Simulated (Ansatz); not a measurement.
**H3 (doublet): wave-function methods side by side at distance H1–H2 along a hydrogen transfer = 0.935 Å, cc-pVQZ**

The task here is to estimate one member of a computed series from the others.

The runs use Ansatz 0.2.0, Gaussian basis; cc-pVQZ, core rule «outside noble gas», up to 0 orbitals frozen.

Plan: UHF; CCSD(T) on ROHF; CCSD(T) on UHF; BCCD(T) on ROHF; CISD; CCSDT on ROHF; CCSDT on UHF; CASSCF and NEVPT2, 3 electrons in 3 orbitals; Full CI.

9 further runs of the same task are left out: 1 for a mislabelled method, 8 that didn't finish.

### The geometry

The geometry derives from fragments relaxed apart (PBE0/def2-TZVP) and kept rigid, so it is no stationary point. A hydrogen atom is moved between rigid fragments.

3 atoms, charge 0, spin multiplicity 2.

Atoms are counted from 1 here; the program's logs count them from 0.

Bond lengths: H2–H3 0.777 Å.

As a file:

```xyz
3
charge 0, multiplicity 2
H     0.0000    0.0000   -0.8823
H     0.0000    0.0000    0.0527
H     0.0000    0.0000    0.8297
```

Set-up of the first run:

Contents of in.yaml:

```yaml
crystal:
  periodic: [false, false, false]
  atoms:
    - {symbol: H, position_ang: [0.000000, 0.000000, -0.882333]}
    - {symbol: H, position_ang: [0.000000, 0.000000, 0.052667]}
    - {symbol: H, position_ang: [0.000000, 0.000000, 0.829667]}
basis:
  gaussian: {orbitals: cc-pVQZ}
magnetization: {spin_polarized: true, initial_magnetization: 1}
hamiltonian: {xc: hf}
output: {orbitals: {seedname: orbitals}}
```

Command:

```
> ansatz run in.yaml --threads 1 --pin off --events-out ev --progress --plain --max-ram 2393MiB
```

Among the steps run: UHF; CCSD(T) on ROHF; CCSD(T) on UHF; BCCD(T) on ROHF; CISD; CCSDT on ROHF; CCSDT on UHF; CASSCF and NEVPT2, 3 electrons in 3 orbitals; Full CI.

One table of the session follows, with a row left open; its other results are not shown here.

```
        method  from FCI (kcal/mol)
          ROHF               +37.55
           UHF                    ?
          RMP2                +6.87
          UMP2                +6.95
          CISD                +0.39
         RCCSD                +0.43
         UCCSD                +0.36
      RCCSD(T)                +0.07
      UCCSD(T)                +0.07
       BCCD(T)                +0.07
        RCCSDT                 0.00
        UCCSDT                 0.00
CASSCF valence               +22.43
NEVPT2 valence                +5.54
           FCI                    0
```

Q: Estimate the row for UHF from the others.

**Answer.** from FCI (kcal/mol): +32.87. In the column «from FCI (kcal/mol)» it lies between CASSCF valence (+22.43) and ROHF (+37.55).

To keep in mind: Restricted and unrestricted rows rest on different reference determinants; where their highest levels disagree by more than a few hundredths of an eV, they describe different states and don't form one ladder.
